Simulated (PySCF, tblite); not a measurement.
# GeH8O4Si3: geometry, infrared bands and NMR shifts

Wanted: the infrared bands and NMR shifts of GeH8O4Si3 (`[GeH3][O][SiH]1O[SiH2]O[SiH2]O1`), by calculation.

Programs: tblite 0.8.0 and PySCF 2.14.0, with density-fitted response routines of our own. Each step states its level of theory. These are calculated values for one molecule in the gas phase, unless marked as measured. Atoms are numbered from 0 throughout.

## 1. The molecule as given

16 atoms, charge 0, multiplicity 1; geometry from: force field or distance geometry start.

Bonds of the start (Å): Ge0–O1 1.81, O1–Si2 1.71, Si2–O3 1.69, O3–Si4 1.70, Si4–O5 1.69, O5–Si6 1.70, Si6–O7 1.70, O7–Si2 1.70, Ge0–H8 1.56, Ge0–H9 1.56, Ge0–H10 1.55, Si2–H11 1.48, Si4–H12 1.48, Si4–H13 1.48, Si6–H14 1.49, Si6–H15 1.45.

## 2. Relaxing the molecule with GFN2-xTB

The job: settings as JSON, then the geometry in Å.

```
{"job": {"kind": "relax", "xc": "GFN2-xTB", "basis": "xTB"}, "charge": 0, "multiplicity": 1}
Ge     3.029700    -0.298900     0.474500
O      1.484100    -1.237800     0.493400
Si     0.426200    -0.363800    -0.521200
O     -0.904700    -1.243100    -1.073000
Si    -2.309600    -1.135100    -0.113000
O     -2.725500     0.425400     0.371900
Si    -1.535100     1.617500     0.167200
O      0.069300     1.083900     0.289800
H      2.800200     1.084000    -0.209200
H      3.565200    -0.133300     1.925500
H      4.020500    -1.091900    -0.419900
H      1.231000    -0.013000    -1.707500
H     -2.305300    -2.053400     1.049700
H     -3.415700    -1.611400    -0.981200
H     -1.723500     2.589900     1.283500
H     -1.714400     2.389900    -1.041600
```

The run is started by

```console
OMP_NUM_THREADS=1 python probes_run.py task.json out
```

This one command runs all jobs of the session in turn.

**Question.** This job is followed by: GFN2-xTB harmonic vibrations, gas phase; GIAO PBE0/pcSseg-1 NMR shielding, non-relativistic, gas phase. Predict these results of the whole session: strongest single infrared mode (GFN2-xTB); zero-point energy (GFN2-xTB); 1H shifts against TMS (PBE0/pcSseg-1, means over atoms taken as alike); 73Ge shifts against GeMe4 (PBE0/pcSseg-1); 17O shifts against H2O (PBE0/pcSseg-1, means over atoms taken as alike); 29Si shifts against TMS (PBE0/pcSseg-1, means over atoms taken as alike).

As calculated:

```
                                                                quantity                       value
                               strongest single infrared mode (GFN2-xTB)       1067 cm⁻¹, 767 km/mol
                                            zero-point energy (GFN2-xTB)               52.2 kcal/mol
  1H shifts against TMS (PBE0/pcSseg-1, means over atoms taken as alike)  5.18, 5.18, 5.04, 4.62 ppm
                               73Ge shifts against GeMe4 (PBE0/pcSseg-1)                     -88 ppm
 17O shifts against H2O (PBE0/pcSseg-1, means over atoms taken as alike)       105.8, 87.3, 42.7 ppm
29Si shifts against TMS (PBE0/pcSseg-1, means over atoms taken as alike)            -37.5, -69.0 ppm
```

What this shows: Relaxing lowered the energy by 1.550 eV in 152 steps; the close pair that moved most is Ge0–Si2, from 2.788 to 3.013 Å. All 42 modes are real, so the xTB geometry is a minimum. The strongest single mode, at 1067 cm⁻¹, moves mainly O3 and O5. GFN2-xTB is a fitted tight-binding method: band positions and strengths are rough. Its intensities can rank the bands wrongly. At PBE0/pcSseg-1: The widest tensor belongs to Ge0: span 314 ppm, with a paramagnetic part of -1337 ppm. Spin-orbit coupling is left out, which matters for shieldings and couplings at and beside the heavy atoms.
